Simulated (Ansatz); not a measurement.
# Tm2N: the cost of one run

Program: Ansatz 0.2.0. Level of theory: DFT PBE, scalar-relativistic, plane waves, PAW; 4f electrons in the core of a trivalent norm-conserving potential. These are calculated values, not measurements.

2 further runs of the same task are left out: 1 that didn't finish, 1 set aside as unsound or not needed.

### 1 The structure to begin with

Symmetry: Cmmm, No. 65, orthorhombic system. The conventional cell has a = 4.153 Å, b = 5.097 Å, c = 6.389 Å, α = 90.00°, β = 90.00°, γ = 90.00°. Around Tm (site symmetry mmm) lie 2 N at 2.08 Å. Around Tm (site symmetry mmm) lie 6 Tm at 3.19 to 3.29 Å. N (site symmetry mmm) is surrounded by 2 Tm at 2.08 Å.

As a file:

```xyz
3
Lattice="2.0767 -2.5484 0.0000 2.0767 2.5484 0.0000 0.0000 0.0000 6.3894" Properties=species:S:1:pos:R:3 pbc="T T T"
Tm    0.0000    0.0000    0.0000
Tm    0.0000    0.0000    3.1947
N     2.0767    0.0000    0.0000
```

The cell is invented: random cell by space group and Wyckoff sites (Cmmm, No. 65). The dimensions are guesses.

### 2 Probe: one point on a coarse mesh

File input.yaml:

```yaml
crystal:
  lattice:
    - [2.07673775, -2.54839468, 0.0]
    - [2.07673775, 2.54839468, 0.0]
    - [0.0, 0.0, 6.3893957]
  atoms:
    - { symbol: Tm, position: [0.0, 0.0, 0.0] }
    - { symbol: Tm, position: [0.0, 0.0, 0.5] }
    - { symbol: "N", position: [0.5, 0.5, 0.0] }
basis:
  ecutwfc: 690
kpoints:
  mp_grid: { grid: [6, 6, 4] }
hamiltonian:
  xc: pbe
  pseudopotentials:
    kind: paw
    azcp: { Tm: "pseudopotentials/pbe/nc/lanthanide_3plus/Tm.nc.azcp" }
scf:
  occupations: { method: gaussian, width: 0.1 }
  lower_state_search: "off"
output:
  forces: true
  stress: true
  eigenvalues: true
```

On the command line:

```console
$ ansatz run input.yaml --threads 1 --pin off --max-ram 2560MiB --backend cpu --events-out ev --progress --plain --runs-dir out
```

**Question.** How long does this run take on 1 thread of AMD EPYC (Zen 3), shared host, and how much memory does it need?

About 10 s, with a peak of 0.38 GiB.
